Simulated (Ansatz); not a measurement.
# GeHF3: small, medium and large basis sets

An exercise on one series of results from a longer session: the logs are not shown, and one member is left open.

Program: Ansatz 0.2.0, Gaussian basis. Level of theory: one geometry, several basis sets. These are calculated values, not measurements.

Plan: PBE0-D4/def2-SVP; ωB97M-V/def2-SVP; PBE0-D4/def2-QZVPP; ωB97M-V/def2-QZVPP; the functionals' def2-TZVPP values are taken from earlier runs.

### The relaxed structure

The geometry comes from an earlier relaxation with PBE0-D4 in a triple-zeta def2 set; it is a stationary point.

5 atoms, charge 0, spin multiplicity 1.

Atoms are counted from 1 here; the program's logs count them from 0.

Bond lengths: F1–Ge2 1.707 Å, Ge2–F3 1.707 Å, Ge2–F4 1.707 Å, Ge2–H5 1.516 Å. Angles: F1–Ge2–F3 106.4°, F1–Ge2–F4 106.4°, F1–Ge2–H5 112.4°, F3–Ge2–F4 106.4°, F3–Ge2–H5 112.4°, F4–Ge2–H5 112.4°.

Coordinates:

| atom | x (Å) | y (Å) | z (Å) |
| --- | --- | --- | --- |
| F1 | -0.2498 | -0.7341 | 1.4830 |
| Ge2 | 0.0956 | -0.0087 | -0.0233 |
| F3 | -0.6731 | 1.5157 | -0.0113 |
| F4 | -0.7081 | -0.9440 | -1.2040 |
| H5 | 1.5852 | 0.0973 | -0.2857 |

The first run:

in.yaml reads:

```yaml
crystal:
  periodic: [false, false, false]
  atoms:
    - {symbol: F, position_ang: [-0.249762, -0.734065, 1.483023]}
    - {symbol: Ge, position_ang: [0.095565, -0.008659, -0.023333]}
    - {symbol: F, position_ang: [-0.673062, 1.515692, -0.011289]}
    - {symbol: F, position_ang: [-0.708078, -0.943959, -1.203991]}
    - {symbol: H, position_ang: [1.585239, 0.097291, -0.285708]}
basis:
  gaussian: {orbitals: def2-SVP}
hamiltonian: {xc: pbe0, dispersion: d4}
output: {orbitals: {seedname: orbitals}}
```

Started as:

```
ansatz run in.yaml --threads 2 --pin off --events-out ev --progress --plain --max-ram 22528MiB --backend cpu
```

Steps of the session up to this table: PBE0-D4 in def2-SVP; ωB97M-V in def2-SVP; PBE0-D4 in def2-QZVPP; ωB97M-V in def2-QZVPP.

One table of the session follows, with a row left open; its other results are not shown here.

It belongs to the step «Functionals by basis». 

| functional | basis | HOMO (eV) | LUMO (eV) |
| --- | --- | --- | --- |
| PBE0-D4 | def2-SVP | -11.22 | -0.28 |
| PBE0-D4 | def2-TZVPP | -11.35 | -0.46 |
| PBE0-D4 | def2-QZVPP | ? | ? |
| ωB97M-V | def2-SVP | -13.52 | 1.88 |
| ωB97M-V | def2-TZVPP | -13.69 | 1.62 |
| ωB97M-V | def2-QZVPP | -13.75 | 1.34 |

Estimate the missing values for PBE0-D4, def2-QZVPP.

The run gave: HOMO (eV): -11.40; LUMO (eV): -0.61. In the column «HOMO (eV)» it lies between ωB97M-V, def2-SVP (-13.52) and PBE0-D4, def2-TZVPP (-11.35).
